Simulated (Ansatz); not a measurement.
# GaNH4+ (doublet): the correlation ladder, cc-pVDZ

One table from this session's results is given with a row withheld; the runs are named, their logs left out.

Computed with Ansatz 0.2.0, Gaussian basis. Level: cc-pVDZ, core rule «outside noble gas», up to 15 orbitals frozen.

To be run: UHF; CCSD(T) on ROHF; CCSD(T) on UHF; BCCD(T) on ROHF; CISD; CCSDT(Q) on ROHF; CCSDT(Q) on UHF.

10 further runs of the same task are left out: 7 for a known fault of the program, 3 set aside as unsound or not needed.

## The system

The geometry is a PBE0/def2-TZVP stationary point (not a proven minimum) of the parent state, kept for this charge and spin. No spin-orbit coupling is included. The filled d shell of Ga may be among the frozen orbitals whatever the setting's name suggests; the logs give the count.

6 atoms, charge 1, spin multiplicity 2.

Atoms are counted from 1 here; the program's logs count them from 0.

Bond lengths: N1–Ga2 1.814 Å, N1–H3 1.006 Å, N1–H4 1.006 Å, Ga2–H5 1.561 Å, Ga2–H6 1.561 Å. Angles: Ga2–N1–H3 124.0°, Ga2–N1–H4 124.0°, H3–N1–H4 111.9°, N1–Ga2–H5 116.8°, N1–Ga2–H6 116.8°, H5–Ga2–H6 126.5°.

As a file:

| atom | x (Å) | y (Å) | z (Å) |
| --- | --- | --- | --- |
| N1 | 0.00000 | 0.00000 | 1.48567 |
| Ga2 | 0.00000 | 0.00000 | -0.32788 |
| H3 | 0.00000 | 0.83331 | 2.04878 |
| H4 | 0.00000 | -0.83331 | 2.04878 |
| H5 | 0.00000 | 1.39426 | -1.03096 |
| H6 | 0.00000 | -1.39426 | -1.03096 |

Set-up of the first run:

in.yaml reads:

```yaml
crystal:
  periodic: [false, false, false]
  atoms:
    - {symbol: N, position_ang: [0.000000, 0.000000, 1.485666]}
    - {symbol: Ga, position_ang: [0.000000, 0.000000, -0.327885]}
    - {symbol: H, position_ang: [0.000000, 0.833308, 2.048783]}
    - {symbol: H, position_ang: [0.000000, -0.833308, 2.048783]}
    - {symbol: H, position_ang: [0.000000, 1.394263, -1.030956]}
    - {symbol: H, position_ang: [0.000000, -1.394263, -1.030956]}
basis:
  gaussian: {orbitals: cc-pVDZ}
total_charge: 1
magnetization: {spin_polarized: true, initial_magnetization: 1}
hamiltonian: {xc: hf}
output: {orbitals: {seedname: orbitals}}
```

On the command line:

```console
> ansatz run in.yaml --threads 1 --pin off --events-out ev --progress --plain --max-ram 4096MiB --backend cpu
```

Steps of the session up to this table: UHF; CCSD(T) on ROHF; CCSD(T) on UHF; BCCD(T) on ROHF; CISD; CCSDT(Q) on ROHF; CCSDT(Q) on UHF.

One of the session's tables, all rows but one given; the rest of the session is left out.

```
   method  from UCCSDT(Q) (kcal/mol)
     ROHF                    +149.71
      UHF                    +146.98
     RMP2                     +24.07
     UMP2                     +24.12
    RCCSD                      +2.93
    UCCSD                      +2.88
 RCCSD(T)                          ?
 UCCSD(T)                      +0.54
  BCCD(T)                      +0.54
   RCCSDT                      +0.17
   UCCSDT                      +0.16
RCCSDT(Q)                      +0.02
UCCSDT(Q)                          0
```

**Question.** Estimate the row for RCCSD(T).

The run gave: from UCCSDT(Q) (kcal/mol): +0.55. In the column «from UCCSDT(Q) (kcal/mol)» it lies between BCCD(T) (+0.54) and UCCSD (+2.88).

Not comparable, so not listed: CISD (they don't share determinant, frozen orbitals or solution with the rows shown, or repeat one).

Caveats from the session: Restricted and unrestricted rows rest on different reference determinants; where their highest levels disagree by more than a few hundredths of an eV, they describe different states and don't form one ladder.
